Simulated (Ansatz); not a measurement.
# CH3F3Ge: the cost of one run

Method: RHF/def2-SVP, in Ansatz 0.2.0.

**1. The structure to begin with**

Bond lengths: Ge1–C2 1.960 Å, C2–H3 1.110 Å, C2–H4 1.110 Å, C2–H5 1.110 Å, Ge1–F6 1.680 Å, Ge1–F7 1.679 Å, Ge1–F8 1.679 Å. Angles: Ge1–C2–H3 109.5°, Ge1–C2–H4 109.5°, Ge1–C2–H5 109.5°, H3–C2–H4 109.4°, H3–C2–H5 109.4°, H4–C2–H5 109.4°, C2–Ge1–F6 109.4°, C2–Ge1–F7 109.5°, C2–Ge1–F8 109.5°, F6–Ge1–F7 109.5°, F6–Ge1–F8 109.5°, F7–Ge1–F8 109.5°.

As a file:

```xyz
8

Ge    0.0000    0.0000    0.0000
C     0.0000    0.0000    1.9600
H    -0.9996   -0.3092    2.3305
H     0.7676   -0.7111    2.3305
H     0.2320    1.0203    2.3305
F     1.5842    0.0000   -0.5594
F    -0.7913    1.3709   -0.5594
F    -0.7913   -1.3709   -0.5594
```

**2. Preparing the start**

The input, input.yaml:

```yaml
crystal:
  periodic: [false, false, false]
  atoms:
    - { symbol: Ge, position_ang: [0.0, 0.0, 0.0] }
    - { symbol: C, position_ang: [0.0, 0.0, 1.96] }
    - { symbol: H, position_ang: [-0.9996, -0.3092, 2.3305] }
    - { symbol: H, position_ang: [0.7676, -0.7111, 2.3305] }
    - { symbol: H, position_ang: [0.232, 1.0203, 2.3305] }
    - { symbol: F, position_ang: [1.5842, 0.0, -0.5594] }
    - { symbol: F, position_ang: [-0.7913, 1.3709, -0.5594] }
    - { symbol: F, position_ang: [-0.7913, -1.3709, -0.5594] }
basis:
  gaussian: { orbitals: def2-SVP }
hamiltonian:
  xc: hf
relax:
  f_tol: 0.02
  max_steps: 40
```

On the command line:

```bash
ansatz run input.yaml --threads 1 --pin off --max-ram 2048MiB --backend cpu --events-out ev --progress --plain --runs-dir out
```

What time and memory should one allow on 1 thread of Arm Neoverse V1, shared host?

About 34 s, with a peak of 0.22 GiB.
